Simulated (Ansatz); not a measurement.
# C3H9F3OSi2: one species, many methods

One table from this session's results is given with a row withheld; the runs are named, their logs left out.

The runs use Ansatz 0.2.0, Gaussian basis; functionals in def2-TZVPP, the program's frozen cores in correlated methods.

Plan: PBE-D4, r2SCAN-D4, PBE0-D4, B3LYP-D4, ωB97X-V, ωB97M-V, B2PLYP; CCSD(T)/def2-TZVPP; MP2/def2-QZVPP; extrapolation to the limit.

## The geometry

The geometry comes from an earlier relaxation with PBE0-D4 in a triple-zeta def2 set; it is a stationary point, not always the lowest conformer.

SMILES `CO[SiH2]CC[Si](F)(F)F`, 18 atoms, charge 0, spin multiplicity 1.

Atoms are counted from 1 here; the program's logs count them from 0.

Bond lengths: C1–O2 1.408 Å, C1–H10 1.096 Å, C1–H11 1.096 Å, C1–H12 1.091 Å, O2–Si3 1.643 Å, Si3–C4 1.870 Å, Si3–H13 1.491 Å, Si3–H14 1.491 Å, C4–C5 1.536 Å, C4–H15 1.095 Å, C4–H16 1.096 Å, C5–Si6 1.837 Å, C5–H17 1.096 Å, C5–H18 1.095 Å, Si6–F7 1.580 Å, Si6–F8 1.581 Å, Si6–F9 1.580 Å. Angles: O2–C1–H10 111.4°, O2–C1–H11 111.4°, O2–C1–H12 108.3°, H10–C1–H11 108.7°, H10–C1–H12 108.4°, H11–C1–H12 108.5°, C1–O2–Si3 123.6°, O2–Si3–C4 106.0°, O2–Si3–H13 109.8°, O2–Si3–H14 111.3°, C4–Si3–H13 111.6°, C4–Si3–H14 110.0°, H13–Si3–H14 108.1°, Si3–C4–C5 115.1°, Si3–C4–H15 107.3°, Si3–C4–H16 107.9°, C5–C4–H15 109.3°, C5–C4–H16 110.8° and more.

Set-up of the first run:

Contents of in.yaml:

```yaml
crystal:
  periodic: [false, false, false]
  atoms:
    - {symbol: C, position_ang: [-1.767376, -1.679601, -1.555624]}
    - {symbol: O, position_ang: [-0.995923, -0.536557, -1.269661]}
    - {symbol: Si, position_ang: [-1.305767, 0.478041, -0.014438]}
    - {symbol: C, position_ang: [0.186016, 1.597706, 0.123170]}
    - {symbol: C, position_ang: [1.544711, 0.884216, 0.059520]}
    - {symbol: Si, position_ang: [1.923773, -0.268218, 1.438993]}
    - {symbol: F, position_ang: [1.079340, -1.602387, 1.379690]}
    - {symbol: F, position_ang: [1.639449, 0.390897, 2.847445]}
    - {symbol: F, position_ang: [3.445894, -0.690271, 1.419815]}
    - {symbol: H, position_ang: [-2.776369, -1.408701, -1.886550]}
    - {symbol: H, position_ang: [-1.848446, -2.335509, -0.681525]}
    - {symbol: H, position_ang: [-1.277459, -2.232246, -2.358922]}
    - {symbol: H, position_ang: [-1.517524, -0.311042, 1.232705]}
    - {symbol: H, position_ang: [-2.531961, 1.288944, -0.262292]}
    - {symbol: H, position_ang: [0.122513, 2.327577, -0.690602]}
    - {symbol: H, position_ang: [0.090991, 2.172609, 1.050989]}
    - {symbol: H, position_ang: [2.361383, 1.615436, 0.036275]}
    - {symbol: H, position_ang: [1.626756, 0.309116, -0.868998]}
basis:
  gaussian: {orbitals: def2-TZVPP}
hamiltonian: {xc: pbe, dispersion: d4}
output: {forces: true, orbitals: {seedname: orbitals}}
```

Among the steps run: PBE-D4 (GGA); r2SCAN-D4 (meta-GGA); PBE0-D4 (hybrid); B3LYP-D4 (hybrid); ωB97X-V (range-separated); ωB97M-V (range-separated); B2PLYP (double hybrid); CCSD(T) in def2-TZVPP; MP2 in def2-QZVPP.

One table of the session follows, with a row left open; its other results are not shown here.

| method | atomisation energy (kJ/mol) |
| --- | --- |
| PBE-D4 | ? |
| r2SCAN-D4 | 7280.2 |
| PBE0-D4 | 7234.2 |
| B3LYP-D4 | 7238.9 |
| ωB97X-V | 7285.5 |
| ωB97M-V | 7283.8 |
| B2PLYP | 7184.5 |
| HF/def2-TZVPP | 5444.8 |
| MP2/def2-TZVPP | 7259.6 |
| CCSD/def2-TZVPP | 7004.1 |
| CCSD(T)/def2-TZVPP | 7098.7 |
| MP2/CBS | 7449.1 |
| CCSD(T)/CBS | 7288.3 |

Estimate the missing values for PBE-D4.

As computed: atomisation energy (kJ/mol): 7349.8. In the column «atomisation energy (kJ/mol)» it lies between CCSD(T)/CBS (7288.3) and MP2/CBS (7449.1).
